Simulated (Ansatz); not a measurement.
**The cluster Li3F3: structure and electronic state**

What does the cluster Li3F3 look like as a singlet, and where do its frontier electrons sit?

The runs use Ansatz 0.2.0, Gaussian basis; RKS PBE0-D4/def2-TZVP.

Levels to be run: relaxation at r2SCAN-D4/def2-TZVP; a search for the lowest solution at PBE0-D4/def2-SVP; a single point at PBE0-D4/def2-TZVP; harmonic vibrations at r2SCAN-D4/def2-TZVP.

**1. Where the work starts**

6 atoms, charge 0, spin multiplicity 1.

Atoms are counted from 1 here; the program's logs count them from 0.

Bond lengths: Li1–F4 1.666 Å, Li1–F5 1.666 Å, Li2–F5 1.665 Å, Li2–F6 1.664 Å, Li3–F4 1.666 Å, Li3–F6 1.667 Å. Angles: F4–Li1–F5 125.2°, F5–Li2–F6 126.5°, F4–Li3–F6 126.1°, Li1–F4–Li3 114.6°, Li1–F5–Li2 114.2°, Li2–F6–Li3 113.4°.

The start is a GFN2-xTB geometry.

**2. Relaxation at r2SCAN-D4/def2-TZVP**

in.yaml reads:

```yaml
crystal:
  periodic: [false, false, false]
  atoms:
    - {symbol: Li, position_ang: [1.480650, 0.466320, 0.473390]}
    - {symbol: Li, position_ang: [-1.195510, -0.089530, 1.068710]}
    - {symbol: Li, position_ang: [-0.275860, -0.374080, -1.542870]}
    - {symbol: F, position_ang: [1.269240, 0.099140, -1.137460]}
    - {symbol: F, position_ang: [0.290000, 0.402970, 1.637450]}
    - {symbol: F, position_ang: [-1.568520, -0.504820, -0.499220]}
basis:
  gaussian: {orbitals: def2-TZVP}
hamiltonian: {xc: r2scan, dispersion: d4}
scf: {lower_state_search: "off"}
output: {orbitals: {seedname: orbitals}}
relax: {f_tol: 0.02, max_steps: 100}
```

Started as:

```console
$ ansatz run in.yaml --threads 4 --pin off --events-out ev --progress --plain --max-ram 3916MiB
```

Further steps of the session: Searching for the lowest solution, PBE0-D4/def2-SVP; Single point, PBE0-D4/def2-TZVP; Harmonic vibrations.

**Question.** What will the summary of the whole plan be? Wanted: point group; commonest bond; HOMO, LUMO at PBE0-D4/def2-TZVP; dipole at r2SCAN-D4/def2-TZVP; lowest, highest wavenumber.

**Answer**, as computed:

| quantity | value |
| --- | --- |
| point group | D3h |
| commonest bond | F–Li, 6 of mean length 1.709 Å |
| HOMO, LUMO at PBE0-D4/def2-TZVP | -9.29, -0.21 eV |
| dipole at r2SCAN-D4/def2-TZVP | 0.01 D |
| lowest, highest wavenumber | 145, 766 cm⁻¹ |

What this shows: The molecule keeps its bonding pattern by the stored test; the atoms moved 0.04 Å (rms). All wavenumbers are real: a minimum at this level. The HOMO lies nearest to F6 60 %; F5 34 % and the LUMO to Li1, Li2, Li3 about 20 % each; F4, F5, F6 about 13 % each. Whether this spin is the lowest isn't tested here.
